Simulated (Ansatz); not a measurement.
**CH₆GaNS: how energies converge with the basis set**

How large a basis does CH₆GaNS need? Two functionals are run in growing sets.

Computed with Ansatz 0.2.0, Gaussian basis. Level: one geometry, several basis sets.

Plan: PBE0-D4/def2-SVP; ωB97M-V/def2-SVP; PBE0-D4/def2-QZVPP; ωB97M-V/def2-QZVPP; the functionals' def2-TZVPP values are taken from earlier runs.

**1. The relaxed structure**

An earlier PBE0-D4 in a triple-zeta def2 set relaxation fixed the geometry.

SMILES `C[NH][GaH][SH]`, 10 atoms, charge 0, spin multiplicity 1.

Atoms are counted from 1 here; the program's logs count them from 0.

Bond lengths: C1–N2 1.444 Å, C1–H5 1.097 Å, C1–H6 1.097 Å, C1–H7 1.093 Å, N2–Ga3 1.811 Å, N2–H8 1.007 Å, Ga3–S4 2.206 Å, Ga3–H9 1.554 Å, S4–H10 1.343 Å. Angles: N2–C1–H5 112.4°, N2–C1–H6 112.3°, N2–C1–H7 109.9°, H5–C1–H6 107.8°, H5–C1–H7 107.1°, H6–C1–H7 107.1°, C1–N2–Ga3 126.6°, C1–N2–H8 113.5°, Ga3–N2–H8 120.0°, N2–Ga3–S4 118.0°, N2–Ga3–H9 121.1°, S4–Ga3–H9 120.8°, Ga3–S4–H10 94.6°.

As a file:

```
C    -0.6496    1.2822    0.7853
N     0.0848    0.4315   -0.1217
Ga    0.1409   -1.3787   -0.0972
S     1.3599   -2.3986   -1.6266
H    -1.3983    1.8951    0.2686
H     0.0070    1.9585    1.3463
H    -1.1838    0.6724    1.5179
H     0.6007    0.9412   -0.8206
H    -0.6450   -2.1922    0.9677
H     1.7665   -1.2624   -2.2167
```

**2. PBE0-D4 in def2-SVP**

File in.yaml:

```yaml
crystal:
  periodic: [false, false, false]
  atoms:
    - {symbol: C, position_ang: [-0.649595, 1.282189, 0.785315]}
    - {symbol: N, position_ang: [0.084845, 0.431452, -0.121749]}
    - {symbol: Ga, position_ang: [0.140903, -1.378683, -0.097236]}
    - {symbol: S, position_ang: [1.359928, -2.398579, -1.626565]}
    - {symbol: H, position_ang: [-1.398341, 1.895136, 0.268618]}
    - {symbol: H, position_ang: [0.006971, 1.958495, 1.346343]}
    - {symbol: H, position_ang: [-1.183821, 0.672369, 1.517878]}
    - {symbol: H, position_ang: [0.600676, 0.941245, -0.820596]}
    - {symbol: H, position_ang: [-0.645049, -2.192200, 0.967712]}
    - {symbol: H, position_ang: [1.766484, -1.262423, -2.216716]}
basis:
  gaussian: {orbitals: def2-SVP}
hamiltonian: {xc: pbe0, dispersion: d4}
output: {orbitals: {seedname: orbitals}}
```

The runs that follow: ωB97M-V in def2-SVP; PBE0-D4 in def2-QZVPP; ωB97M-V in def2-QZVPP.

Before running them: what should the planned runs give, taken together? Wanted: PBE0-D4: double and triple zeta above quadruple; ωB97M-V: double and triple zeta above quadruple.

**Answer**, as computed:

| quantity | value |
| --- | --- |
| PBE0-D4: double and triple zeta above quadruple | 15.14, 1.68 eV |
| ωB97M-V: double and triple zeta above quadruple | 15.17, 1.63 eV |

**Reading.** PBE0-D4 gains 13.46 eV from double to triple zeta, then 1.68 eV more. These are total energies; as a rule much of such shifts cancels in differences, which this series doesn't test. The LUMO of ωB97M-V is positive and keeps falling with the basis (1.46 to 0.91 eV): an unbound level that the basis holds in place.
